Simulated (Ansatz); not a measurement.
**CH5BrInN: basis-set convergence**

The task here is to estimate one member of a computed series from the others.

The runs use Ansatz 0.2.0, Gaussian basis; one geometry, several basis sets.

Levels to be run: PBE0-D4/def2-SVP; ωB97M-V/def2-SVP; PBE0-D4/def2-QZVPP; ωB97M-V/def2-QZVPP; the functionals' def2-TZVPP values are taken from earlier runs.

## The relaxed structure

All runs share one geometry, relaxed beforehand with PBE0-D4 in a triple-zeta def2 set. In takes the def2 core potential; no spin-orbit term is included.

SMILES `[CH3][In]([NH2])[Br]`, 9 atoms, charge 0, spin multiplicity 1.

Atoms are counted from 1 here; the program's logs count them from 0.

Bond lengths: C1–In2 2.128 Å, C1–H5 1.090 Å, C1–H6 1.090 Å, C1–H7 1.089 Å, In2–N3 2.004 Å, In2–Br4 2.493 Å, N3–H8 1.008 Å, N3–H9 1.009 Å. Angles: In2–C1–H5 108.8°, In2–C1–H6 108.9°, In2–C1–H7 111.0°, H5–C1–H6 108.7°, H5–C1–H7 109.7°, H6–C1–H7 109.7°, C1–In2–N3 132.2°, C1–In2–Br4 118.3°, N3–In2–Br4 109.2°, In2–N3–H8 120.7°, In2–N3–H9 117.7°, H8–N3–H9 110.5°.

The first run:

File in.yaml:

```yaml
crystal:
  periodic: [false, false, false]
  atoms:
    - {symbol: C, position_ang: [-0.033198, 1.492210, -0.911751]}
    - {symbol: In, position_ang: [-0.372928, -0.323481, 0.144671]}
    - {symbol: N, position_ang: [0.877696, -1.687939, 0.913565]}
    - {symbol: Br, position_ang: [-2.717884, -1.136661, 0.374932]}
    - {symbol: H, position_ang: [-0.484037, 1.411961, -1.900923]}
    - {symbol: H, position_ang: [-0.513249, 2.309786, -0.373735]}
    - {symbol: H, position_ang: [1.033037, 1.693270, -1.008401]}
    - {symbol: H, position_ang: [1.806911, -1.426964, 1.205102]}
    - {symbol: H, position_ang: [0.491951, -2.378580, 1.539441]}
basis:
  gaussian: {orbitals: def2-SVP}
hamiltonian: {xc: pbe0, dispersion: d4}
output: {orbitals: {seedname: orbitals}}
```

Command:

```
ansatz run in.yaml --threads 4 --pin off --events-out ev --progress --plain --max-ram 10444MiB
```

Among the steps run: PBE0-D4 in def2-SVP; ωB97M-V in def2-SVP; PBE0-D4 in def2-QZVPP; ωB97M-V in def2-QZVPP.

One table of the session follows, with a row left open; its other results are not shown here.

It belongs to the step «Functionals by basis». 

| functional | basis | HOMO (eV) |
| --- | --- | --- |
| PBE0-D4 | def2-SVP | -7.08 |
| PBE0-D4 | def2-TZVPP | -7.29 |
| PBE0-D4 | def2-QZVPP | -7.33 |
| ωB97M-V | def2-SVP | -9.39 |
| ωB97M-V | def2-TZVPP | -9.61 |
| ωB97M-V | def2-QZVPP | ? |

Estimate the missing values for ωB97M-V, def2-QZVPP.

The run gave: HOMO (eV): -9.65. In the column «HOMO (eV)» it is the lowest.
